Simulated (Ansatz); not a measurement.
# SH on Li(110): molecular dynamics

Purpose: to shoot the molecule at the surface and see whether it bounces, sticks or breaks. Runs: 370 steps of 0.5 fs at constant energy. The slab cell is 2×2, 4 layers thick, and the molecule starts well above it. It comes in with 1.5 eV at 0° from the normal, on a surface at rest.

All numbers below are computed with Ansatz 0.2.0 (DFT PBE+D3(BJ), plane waves, PAW, scalar-relativistic, no spin polarisation).

**1. Starting point**

The cell holds 18 atoms (HLi16S): a = 6.980 Å, b = 6.045 Å, c = 20.403 Å, α = 90.00°, β = 90.00°, γ = 54.74°.

Coordinates:

```
CELL_PARAMETERS angstrom
6.98000 0.00000 0.00000
3.49000 4.93560 0.00000
0.00000 0.00000 20.40341
ATOMIC_POSITIONS crystal
Li 0.75000 0.50000 0.04901
Li 0.25000 0.50000 0.04901
Li 0.75000 0.00000 0.04901
Li 0.25000 0.00000 0.04901
Li 0.00000 0.00000 0.16996
Li 0.50000 0.00000 0.16996
Li 0.00000 0.50000 0.16996
Li 0.50000 0.50000 0.16996
Li 0.75000 0.50000 0.29091
Li 0.25000 0.50000 0.29091
Li 0.75000 0.00000 0.29091
Li 0.25000 0.00000 0.29091
Li 0.00000 0.00000 0.41186
Li 0.50000 0.00000 0.41186
Li 0.00000 0.50000 0.41186
Li 0.50000 0.50000 0.41186
S 0.46348 0.00654 0.61964
H 0.37926 0.93674 0.66865
```

**2. The run**

370 steps of 0.5 fs at constant energy.

The input, input.yaml:

```yaml
accuracy: low
crystal:
  lattice:
    - [6.98, 0.0, 0.0]
    - [3.49, 4.935605, 0.0]
    - [0.0, 0.0, 20.403408]
  atoms:
    - { symbol: Li, position: [-0.25, 0.5, 0.0490114] }
    - { symbol: Li, position: [0.25, 0.5, 0.0490114] }
    - { symbol: Li, position: [-0.25, 1.0, 0.0490114] }
    - { symbol: Li, position: [0.25, 1.0, 0.0490114] }
    - { symbol: Li, position: [0.0, 0.0, 0.1699619] }
    - { symbol: Li, position: [0.5, 0.0, 0.1699619] }
    - { symbol: Li, position: [0.0, 0.5, 0.1699619] }
    - { symbol: Li, position: [0.5, 0.5, 0.1699619] }
    - { symbol: Li, position: [-0.25, 0.5, 0.2909124] }
    - { symbol: Li, position: [0.25, 0.5, 0.2909124] }
    - { symbol: Li, position: [-0.25, 1.0, 0.2909124] }
    - { symbol: Li, position: [0.25, 1.0, 0.2909124] }
    - { symbol: Li, position: [0.0, 0.0, 0.411863] }
    - { symbol: Li, position: [0.5, 0.0, 0.411863] }
    - { symbol: Li, position: [0.0, 0.5, 0.411863] }
    - { symbol: Li, position: [0.5, 0.5, 0.411863] }
    - { symbol: S, position: [0.4634807, 0.0065449, 0.6196379] }
    - { symbol: H, position: [0.3792629, -0.0632572, 0.6686493] }
basis:
  ecutwfc: 420.0
kpoints:
  mp_grid: { grid: [2, 2, 1] }
hamiltonian:
  xc: pbe
  dispersion: d3bj
scf:
  occupations: { method: fermi_dirac, width: 0.05 }
  lower_state_search: "off"
md:
  timestep: 0.5
  n_steps: 370
  ensemble: nve
  initial_velocities: zero
  seed: 642724
  initial_site_velocities:
    - { site: 16, velocity: [0.0, 0.0, -0.029586] }
    - { site: 17, velocity: [0.0, 0.0, -0.029586] }
  constraints: [{ sites: [0, 1, 2, 3] }]
```

Run with:

```bash
> ansatz run input.yaml --threads 1 --pin off --max-ram 3072MiB --backend cpu --events-out ev --progress --plain --runs-dir out
```

What does the calculation give? Wanted: lowest height of the centre of mass; shortest distance to a slab atom; temperature, first and last step; temperature, second half; potential energy, second half; largest change of the total energy; mean square displacement, second half.

**Answer**, as computed:

| quantity | value |
| --- | --- |
| lowest height of the centre of mass | -0.99 Å over the top layer's first level, at 185.0 fs |
| shortest distance to a slab atom | 1.63 Å |
| length | 370 steps of 0.5 fs |
| temperature, first and last step | 829 and 1233 K |
| temperature, second half | mean 1399 K, from 1122 to 1662 K |
| potential energy, second half | -57 meV/atom from the start |
| largest change of the total energy | 0.05 meV/atom |
| mean square displacement, second half | H 33.5, S 17.6, Li 0.832 Å² |

The molecule's centre of mass comes down from 4.27 Å to -0.99 Å and is still falling when the run ends, so its fate is open. Its shortest distance to a slab atom is 1.63 Å. The total energy strays from its start by at most 0.05 meV/atom, under 0.1 % of the mean kinetic energy, which is good for a step of 0.5 fs. The printed temperature only measures the kinetic energy here. Kinetic energy grows to 2.6 eV on average, more than the molecule brought: the slab or molecule was not relaxed and heats itself. The run is too short to decide the outcome. A run of 185 fs with 18 atoms shows the motion but fixes no equilibrium value. The nuclei move classically, without zero-point motion, which matters most for hydrogen. The cell holds an odd number of electrons and spin is off, so an unpaired electron is smeared over both spins. The settings are cheap ones for dynamics (low accuracy level or one k-point).
